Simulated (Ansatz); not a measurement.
**InPH6: basis-set convergence**

An exercise on one series of results from a longer session: the logs are not shown, and one member is left open.

Method: one geometry, several basis sets; program: Ansatz 0.2.0, Gaussian basis.

Plan: PBE0-D4/def2-SVP; ωB97M-V/def2-SVP; PBE0-D4/def2-QZVPP; ωB97M-V/def2-QZVPP; the functionals' def2-TZVPP values are taken from earlier runs.

## The geometry

An earlier PBE0-D4 in a triple-zeta def2 set relaxation fixed the geometry. In takes the def2 core potential; no spin-orbit term is included.

SMILES `[PH3+][InH3-]`, 8 atoms, charge 0, spin multiplicity 1.

Atoms are counted from 1 here; the program's logs count them from 0.

Bond lengths: P1–In2 2.782 Å, P1–H3 1.411 Å, P1–H4 1.411 Å, P1–H5 1.411 Å, In2–H6 1.731 Å, In2–H7 1.731 Å, In2–H8 1.731 Å. Angles: In2–P1–H3 119.8°, In2–P1–H4 119.6°, In2–P1–H5 119.7°, H3–P1–H4 97.6°, H3–P1–H5 97.6°, H4–P1–H5 97.6°, P1–In2–H6 95.3°, P1–In2–H7 95.1°, P1–In2–H8 95.2°, H6–In2–H7 119.2°, H6–In2–H8 119.2°, H7–In2–H8 119.2°.

As a file:

```
P    -0.5933    0.0626   -1.0266
In    0.8220   -0.0999    1.3628
H    -1.9975   -0.0772   -1.0218
H    -0.3189   -0.8557   -2.0621
H    -0.5268    1.2405   -1.8008
H     0.0233    1.2408    2.1119
H     2.3761    0.1407    0.6389
H     0.3074   -1.7088    1.7418
```

Set-up of the first run:

in.yaml

```yaml
crystal:
  periodic: [false, false, false]
  atoms:
    - {symbol: P, position_ang: [-0.593320, 0.062630, -1.026568]}
    - {symbol: In, position_ang: [0.821967, -0.099876, 1.362800]}
    - {symbol: H, position_ang: [-1.997457, -0.077211, -1.021777]}
    - {symbol: H, position_ang: [-0.318927, -0.855735, -2.062063]}
    - {symbol: H, position_ang: [-0.526791, 1.240474, -1.800818]}
    - {symbol: H, position_ang: [0.023271, 1.240795, 2.111912]}
    - {symbol: H, position_ang: [2.376062, 0.140674, 0.638898]}
    - {symbol: H, position_ang: [0.307395, -1.708752, 1.741816]}
basis:
  gaussian: {orbitals: def2-SVP}
hamiltonian: {xc: pbe0, dispersion: d4}
output: {orbitals: {seedname: orbitals}}
```

Among the steps run: PBE0-D4 in def2-SVP; ωB97M-V in def2-SVP; PBE0-D4 in def2-QZVPP; ωB97M-V in def2-QZVPP.

One of the session's tables, all rows but one given; the rest of the session is left out.

It belongs to the step «Functionals by basis». 

```
functional       basis  HOMO (eV)
   PBE0-D4    def2-SVP      -7.50
   PBE0-D4  def2-TZVPP      -7.58
   PBE0-D4  def2-QZVPP      -7.59
   ωB97M-V    def2-SVP          ?
   ωB97M-V  def2-TZVPP      -9.81
   ωB97M-V  def2-QZVPP      -9.82
```

Q: Estimate the row for ωB97M-V, def2-SVP from the others.

The run gave: HOMO (eV): -9.66. In the column «HOMO (eV)» it lies between ωB97M-V, def2-TZVPP (-9.81) and PBE0-D4, def2-QZVPP (-7.59).
